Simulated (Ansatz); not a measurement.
# HfC (quintet): from Hartree-Fock to the top rungs, def2-QZVPP

An exercise on one series of results from a longer session: the logs are not shown, and one member is left open.

The runs use Ansatz 0.2.0, Gaussian basis; def2-QZVPP, core rule «outside noble gas», up to 5 orbitals frozen.

Plan: UHF; ROHF; CCSD(T) on UHF.

2 further runs of the same task are left out: 2 set aside as unsound or not needed.

## The geometry

The geometry is a PBE0/def2-TZVP stationary point (not a proven minimum) of the parent state, kept for this charge and spin. No spin-orbit coupling is included. Elements past krypton take def2 core potentials.

2 atoms, charge 0, spin multiplicity 5.

Atoms are counted from 1 here; the program's logs count them from 0.

Bond lengths: Hf1–C2 1.798 Å.

Coordinates:

```xyz
2

Hf    0.0000    0.0000    0.0000
C     0.0000    0.0000    1.7983
```

Set-up of the first run:

The input, in.yaml:

```yaml
crystal:
  periodic: [false, false, false]
  atoms:
    - {symbol: Hf, position_ang: [0.000000, 0.000000, 0.000000]}
    - {symbol: C, position_ang: [0.000000, 0.000000, 1.798320]}
basis:
  gaussian: {orbitals: "def2-QZVPP.json"}
magnetization: {spin_polarized: true, initial_magnetization: 4}
hamiltonian: {xc: hf}
output: {orbitals: {seedname: orbitals}}
```

Launch:

```bash
$ ansatz run in.yaml --threads 1 --pin off --events-out ev --progress --plain --max-ram 4096MiB --backend cpu
```

Among the steps run: UHF; ROHF; CCSD(T) on UHF.

One table of the session follows, with a row left open; its other results are not shown here.

It belongs to the step «Misses and costs». 

| method | from UCCSD(T) (meV) |
| --- | --- |
| ROHF | +5859.9 |
| UHF | ? |
| UMP2 | +707.1 |
| UCCSD | +341.6 |
| UCCSD(T) | 0 |

**Question.** Estimate the row for UHF.

**Answer.** from UCCSD(T) (meV): +5648.6. In the column «from UCCSD(T) (meV)» it lies between UMP2 (+707.1) and ROHF (+5859.9).
